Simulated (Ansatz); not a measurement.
# C₂H₇BFNSi: small, medium and large basis sets

How large a basis does C₂H₇BFNSi need? Two functionals are run in growing sets.

Method: one geometry, several basis sets; program: Ansatz 0.2.0, Gaussian basis.

Levels to be run: PBE0-D4/def2-SVP; ωB97M-V/def2-SVP; PBE0-D4/def2-QZVPP; ωB97M-V/def2-QZVPP; the functionals' def2-TZVPP values are taken from earlier runs.

## 1. Structure used throughout

All runs share one geometry, relaxed beforehand with PBE0-D4 in a triple-zeta def2 set.

13 atoms, charge 0, spin multiplicity 1.

Atoms are counted from 1 here; the program's logs count them from 0.

Bond lengths: C1–Si2 1.861 Å, C1–H7 1.094 Å, C1–H8 1.094 Å, C1–H9 1.090 Å, Si2–N3 1.687 Å, Si2–B4 1.892 Å, N3–H10 1.006 Å, N3–H11 1.007 Å, B4–C5 1.449 Å, B4–H12 1.193 Å, C5–F6 1.345 Å, C5–H13 1.090 Å. Angles: Si2–C1–H7 110.3°, Si2–C1–H8 110.3°, Si2–C1–H9 111.7°, H7–C1–H8 107.9°, H7–C1–H9 108.3°, H8–C1–H9 108.3°, C1–Si2–N3 106.9°, C1–Si2–B4 128.5°, N3–Si2–B4 124.5°, Si2–N3–H10 125.0°, Si2–N3–H11 122.0°, H10–N3–H11 113.0°, Si2–B4–C5 106.3°, Si2–B4–H12 126.1°, C5–B4–H12 127.6°, B4–C5–F6 124.1°, B4–C5–H13 127.6°, F6–C5–H13 108.4°.

As a file:

```xyz
13
charge 0, multiplicity 1
C    -0.55926   -1.29401    0.97910
Si    0.51179   -0.14352   -0.01735
N     2.08252   -0.75676    0.04437
B     0.00881    1.42653   -0.94604
C    -1.41639    1.58219   -0.73792
F    -2.14619    2.59150   -1.24640
H    -0.51947   -2.30526    0.56461
H    -0.20641   -1.34124    2.01319
H    -1.59930   -0.96889    0.98765
H     2.35738   -1.59069    0.53588
H     2.85093   -0.30440   -0.42326
H     0.73475    2.13590   -1.57379
H    -2.07888    0.93395   -0.16505
```

## 2. PBE0-D4 in def2-SVP

File in.yaml:

```yaml
crystal:
  periodic: [false, false, false]
  atoms:
    - {symbol: C, position_ang: [-0.559261, -1.294010, 0.979102]}
    - {symbol: Si, position_ang: [0.511791, -0.143515, -0.017351]}
    - {symbol: N, position_ang: [2.082525, -0.756764, 0.044370]}
    - {symbol: B, position_ang: [0.008814, 1.426532, -0.946042]}
    - {symbol: C, position_ang: [-1.416386, 1.582190, -0.737922]}
    - {symbol: F, position_ang: [-2.146187, 2.591504, -1.246400]}
    - {symbol: H, position_ang: [-0.519466, -2.305258, 0.564614]}
    - {symbol: H, position_ang: [-0.206410, -1.341241, 2.013190]}
    - {symbol: H, position_ang: [-1.599301, -0.968892, 0.987651]}
    - {symbol: H, position_ang: [2.357378, -1.590692, 0.535883]}
    - {symbol: H, position_ang: [2.850932, -0.304401, -0.423260]}
    - {symbol: H, position_ang: [0.734754, 2.135897, -1.573791]}
    - {symbol: H, position_ang: [-2.078882, 0.933948, -0.165046]}
basis:
  gaussian: {orbitals: def2-SVP}
hamiltonian: {xc: pbe0, dispersion: d4}
output: {orbitals: {seedname: orbitals}}
```

After this run come: ωB97M-V in def2-SVP; PBE0-D4 in def2-QZVPP; ωB97M-V in def2-QZVPP.

**Question.** What will the summary of the whole plan be? Wanted: PBE0-D4: double and triple zeta above quadruple; ωB97M-V: double and triple zeta above quadruple.

**Answer**, as computed:

| quantity | value |
| --- | --- |
| PBE0-D4: double and triple zeta above quadruple | 11.85, 0.67 eV |
| ωB97M-V: double and triple zeta above quadruple | 12.17, 0.64 eV |

What this shows: PBE0-D4 gains 11.18 eV from double to triple zeta, then 0.67 eV more. These are total energies; as a rule much of such shifts cancels in differences, which this series doesn't test.
